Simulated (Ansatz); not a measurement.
C₂H₅BOSe, SMILES C=CB(O)[SeH], a ladder of methods at one geometry

Computed with the Python package of Ansatz (0.2.0).

Notebook, run cell by cell (the value of a cell's last expression is shown):

```python
from pathlib import Path

import ansatz as az
import numpy as np
```

```python
molecule = (
    az.Crystal.molecule()
    .atom("C", (0.0043, -1.6158, -0.678))
    .atom("C", (-0.7238, -0.5774, -0.1127))
    .atom("B", (-0.0572, 0.7318, 0.4109))
    .atom("O", (-0.7684, 1.7857, 1.0308))
    .atom("Se", (1.9711, 1.0048, 0.2613))
    .atom("H", (-0.5759, -2.433, -1.0436))
    .atom("H", (1.0591, -1.5298, -0.8171))
    .atom("H", (-1.7582, -0.6433, -0.0106))
    .atom("H", (-0.8585, 1.5641, 2.0403))
    .atom("H", (1.7905, 1.6619, -1.0783))
)
```

```python
calculation = molecule.calculation().basis(gaussian="def2-SVP")
```

```python
print("functional    E (Ha)        dipole (D)   HOMO (eV)  LUMO (eV)")
for name in ["lc_wpbe", "blyp", "pbe", "hf", "b3lyp", "pbe0"]:
    summary = calculation.functional(name).forces().orbitals().run(threads=1, runs_dir="runs").report
    lines = Path(summary["orbitals_path"]).read_text().splitlines()
    field_of = lambda key: [line.split("=")[1].strip() for line in lines if line.startswith(key)]
    orbitals = [(27.211386 * float(e), s, float(n)) for e, s, n in zip(field_of("Ene="), field_of("Spin="), field_of("Occup="))]
    homo = max(e for e, _, n in orbitals if n > 0.5)
    lumo = min(e for e, _, n in orbitals if n < 0.5)
    dipole = 4.803205 * np.linalg.norm(summary["charge_distribution"]["dipole_moment_e_ang"])
    print(f"{name:10s} {summary['free_energy_ev'] / 27.211386246:14.6f} {dipole:9.3f} {homo:11.3f} {lumo:10.3f}")
```

    functional    E (Ha)        dipole (D)   HOMO (eV)  LUMO (eV)
    lc_wpbe      -2579.982883     2.318      -9.022      0.168
    blyp         -2580.401496     2.226      -4.823     -2.777
    pbe          -2579.846825     2.256      -5.052     -3.002
    hf           -2577.623814     2.539      -9.002      1.674
    b3lyp        -2580.476152     2.296      -5.986     -2.226
    pbe0         -2579.939786     2.338      -6.299     -2.097

Caveats:
- The settings weren't tested for convergence.
- The geometry is a force-field or estimated start, not a minimum of this method, and the basis set is short of its limit. A lower total doesn't mark the better method: functionals have no common bound, and MP2 and coupled cluster aren't variational.
- b3lyp holds the VWN-RPA fit, as in Gaussian; the form of ORCA and Turbomole is b3lyp5.
- Levels such as HOMO and LUMO are orbital energies: with these approximate functionals they aren't the ionisation energy and electron affinity, and their gap isn't the fundamental gap.
- The whole script took 22 s on 1 thread of Arm Neoverse V2, on a shared host, peak memory 0.32 GiB.
